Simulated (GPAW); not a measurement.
PrAs3 in GPAW: convergence with k mesh

Input of the first run (k mesh 2 × 2 × 2); the others differ in this setting and in those tied to it:

Contents of run.py:

```python
from ase.dft.bandgap import bandgap
from ase.io import read, write
from ase.units import GPa
from gpaw import GPAW, PW

atoms = read('PrAs3.xyz')
atoms.set_initial_magnetic_moments([2.0, 0.0, 0.0, 0.0])

calc = GPAW(mode=PW(800),
            xc='LDA',
            kpts={'size': (2, 2, 2), 'gamma': True},
            occupations={'name': 'fermi-dirac', 'width': 0.05},
            nbands=30,
            convergence={'density': 1e-05, 'energy': 1e-05},
            maxiter=100,
            txt='gpaw.txt')
atoms.calc = calc
energy = atoms.get_potential_energy()
forces = atoms.get_forces()
stress = atoms.get_stress()
calc.write('gs.gpw')
write('result.traj', atoms)
print(f'Energy: {energy:.6f} eV')
print('Forces (eV/A):')
print(forces.round(4))
print('Stress (GPa):', (stress / GPa).round(3))
print('Moments:', calc.get_magnetic_moments().round(3))
print('Fermi level:', round(calc.get_fermi_level(), 4), 'eV')
print(f'Gap: {bandgap(calc)[0]:.4f} eV, direct: {bandgap(calc, direct=True)[0]:.4f} eV')
```

Contents of PrAs3.xyz:

```xyz
4
Lattice="4.4686140000 0.0000000000 0.0000000000 0.0000000000 4.4686140000 0.0000000000 0.0000000000 0.0000000000 4.4686140000" Properties=species:S:1:pos:R:3 pbc="T T T"
Pr     0.0000000000      0.0000000000      0.0000000000
As     2.2343070000      2.2343070000      0.0000000000
As     2.2343070000      0.0000000000      2.2343070000
As     0.0000000000      2.2343070000      2.2343070000
```

Potentials or basis: the program's PAW data sets (release 1.2.1) made for this functional, pw.

Command:

```sh
$ OMP_NUM_THREADS=1 python run.py
```

The cell comes from a database or a generator and needn't be the stable form of this composition.

Hardware: 1 thread of Arm Neoverse N1, on a shared host.

```csv
k mesh,"energy less the tightest run, at zero smearing (meV/atom)",pressure (GPa),largest site moment (μB),SCF cycles,CPU time (s),peak memory (GiB)
2 × 2 × 2,-92.56,-10.29,1.45,19,70,0.24
3 × 3 × 3,75.70,-9.74,1.84,29,110,0.23
4 × 4 × 4,-1.60,-9.90,1.92,22,180,0.27
5 × 5 × 5,4.88,-9.74,1.83,24,200,0.27
6 × 6 × 6,6.02,-10.00,1.78,22,330,0.32
7 × 7 × 7,-6.65,-10.01,1.81,20,310,0.32
8 × 8 × 8,0.00,-9.89,1.83,23,600,0.41
```

Not settled before the last step: the energy (to 1 meV/atom), the pressure (to 0.1 GPa), the largest site moment (to 0.02 μB). Meshes of other sizes hit other points, so gaps and Fermi surfaces needn't settle smoothly. The tightest run that finished is the yardstick and may itself not be fully converged.

Caveat, for the tightest run too: one-centre terms of the f shell are cut off; the magnetic or orbital state may not be the lowest; spin-orbit coupling is left out, which moves the levels of the heavy elements; without U or exact exchange the open f shell lies at the Fermi level, which spoils levels, moments and volumes. The state reached can hang on the start; a lower one may exist.
